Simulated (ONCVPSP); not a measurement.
**Pseudopotential generation for W: ONCV, PBE**

Task: generate the file, and judge it by its errors in other configurations, its logarithmic derivatives, its ghosts and its cutoff.

Program: ONCVPSP 4.0.1.1 (patched build). Reference atom: PBE, scalar-relativistic, spherical and spin-unpolarised. All values are calculated.

## 1. The atom and the settings

Typed settings, in words:

```
element                 : tungsten (W, Z = 74)
type                    : optimised norm-conserving Vanderbilt (ONCV)
frozen core             : [Kr] 4d10
valence charge          : 28
reference configuration : 4f14 5s2 5p6 5d4 6s2
partial waves           : 5s+6s: rc 1.90 bohr, ncon 3, nbas 7, qcut 5.7 1/bohr, 2 projectors; 5p: rc 1.25 bohr, ncon 4, nbas 8, qcut 6.1 1/bohr, 3 projectors, debl 1.1 Ha; 5d: rc 2.75 bohr, ncon 3, nbas 8, qcut 5.9 1/bohr, 1 projector; 4f: rc 0.60 bohr, ncon 5, nbas 9, qcut 31.6 1/bohr, 2 projectors, debl 0.8 Ha
local potential         : polynomial inside 0.50 bohr (lpopt 5, dvloc0 -1 Ha)
core correction         : Teter function, fcfact 4.75, rcfact 1.05
```

The nodes and maxima of the atom's own shells, from an earlier all-electron run, set the scale for the radii.

All-electron outer shells of the reference configuration (PBE, scalar-relativistic, ld1.x):

| shell | level (eV) | outermost node (bohr) | outermost maximum (bohr) |
| --- | --- | --- | --- |
| 4d | -238.43 | 0.22 | 0.45 |
| 5s | -79.07 | 0.53 | 0.96 |
| 5p | -43.20 | 0.57 | 1.09 |
| 4f | -33.21 | – | 0.43 |
| 6s | -5.71 | 1.28 | 2.67 |
| 5d | -4.48 | 0.63 | 1.49 |
| 6p | -1.36 | 1.54 | 3.75 |

## 2. Generating the potential

W.dat

```
# ATOM AND REFERENCE CONFIGURATION
# atsym  z   nc   nv     iexc    psfile
  W 74.00    9    5        4      upf
#
#   n    l    f
    1    0    2.00
    2    0    2.00
    2    1    6.00
    3    0    2.00
    3    1    6.00
    3    2   10.00
    4    0    2.00
    4    1    6.00
    4    2   10.00
    4    3   14.00
    5    0    2.00
    5    1    6.00
    5    2    4.00
    6    0    2.00
#
# PSEUDOPOTENTIAL AND OPTIMIZATION
# lmax
    3
#
#   l,   rc,      ep,       ncon, nbas, qcut
    0    1.90    0.00    3    7    5.70
    1    1.25    0.00    4    8    6.10
    2    2.75    0.00    3    8    5.90
    3    0.60    0.00    5    9   31.60
#
# LOCAL POTENTIAL
# lloc, lpopt,  rc(5),   dvloc0
    4    5    0.50   -1.00
#
# VANDERBILT-KLEINMAN-BYLANDER PROJECTORs
# l, nproj, debl
    0    2    2.30
    1    3    1.10
    2    1    3.50
    3    2    0.80
#
# MODEL CORE CHARGE
# icmod, fcfact, rcfact
    3    4.75    1.05
#
# LOG DERIVATIVE ANALYSIS
# epsh1, epsh2, depsh
   -4.00    5.00    0.02
#
# OUTPUT GRID
# rlmax, drl
    6.00    0.01
#
# TEST CONFIGURATIONS
# ncnf
    4
# nvcnf
#   n    l    f
    5
    4    3   14.00
    5    0    2.00
    5    1    6.00
    5    2    4.00
    6    0    1.00
#
    5
    4    3   14.00
    5    0    2.00
    5    1    6.00
    5    2    4.00
    6    0    0.00
#
    5
    4    3   14.00
    5    0    2.00
    5    1    6.00
    5    2    3.00
    6    0    0.00
#
    5
    4    3   14.00
    5    0    2.00
    5    1    6.00
    5    2    3.00
    6    0    2.00
#
```

On the command line:

```console
$ oncvpsp.x < W.dat > W.out
```

**Question.** What will these runs give? Wanted: cutoffs for 1 and 0.1 mHa per electron, occupied waves; bound ghosts; GHOST(+) flags; largest test error; largest phase difference near zero energy, channels read; rms error of d²Exc/dn², without and with the model core; projector energies reset by the program.

As calculated:

| quantity | value |
| --- | --- |
| cutoffs for 1 and 0.1 mHa per electron, occupied waves | 400 Ha and 441 Ha |
| bound ghosts | s at -1149.38 eV, p at -2542.18 eV, p at -307.39 eV, d at -202.79 eV |
| GHOST(+) flags | s at 17 eV |
| largest test error (AE − PS) | -27 meV, for 4f14 5s2 5p6 5d3 6s0 |
| largest phase difference near zero energy, channels read | 0.027 rad |
| rms error of d²Exc/dn², without and with the model core | 5.72 and 3.86 mHa |
| projector energies reset by the program | p: -1.588, 0.250, 1.350 Ha; f: -1.220, 0.250 Ha |

**Reading.** A bound ghost (s, p, d) makes it unfit for use: electrons can fall into a state that the atom doesn't have. By total energies transferability is fair: the largest error is 27 meV on 49.9 eV, for 4f14 5s2 5p6 5d3 6s0. That test lies far up in energy; among those under 40 eV, nearer to bonding, the largest error is 20 meV. It counts as very hard, with 400 Ha needed at the looser tolerance. At the looser tolerance the 4f wave is the slowest; 5p needs 108 Ha. Near zero energy the phases of the channels with partial waves agree within 0.027 rad. The pseudo curves have a pole with no partner nearby in the atom's: s at 0.60 Ha. At positive energy that is a spurious or a displaced resonance. The program also flags highly localised states, GHOST(+) (s). All of this concerns the isolated atom, not yet a solid.
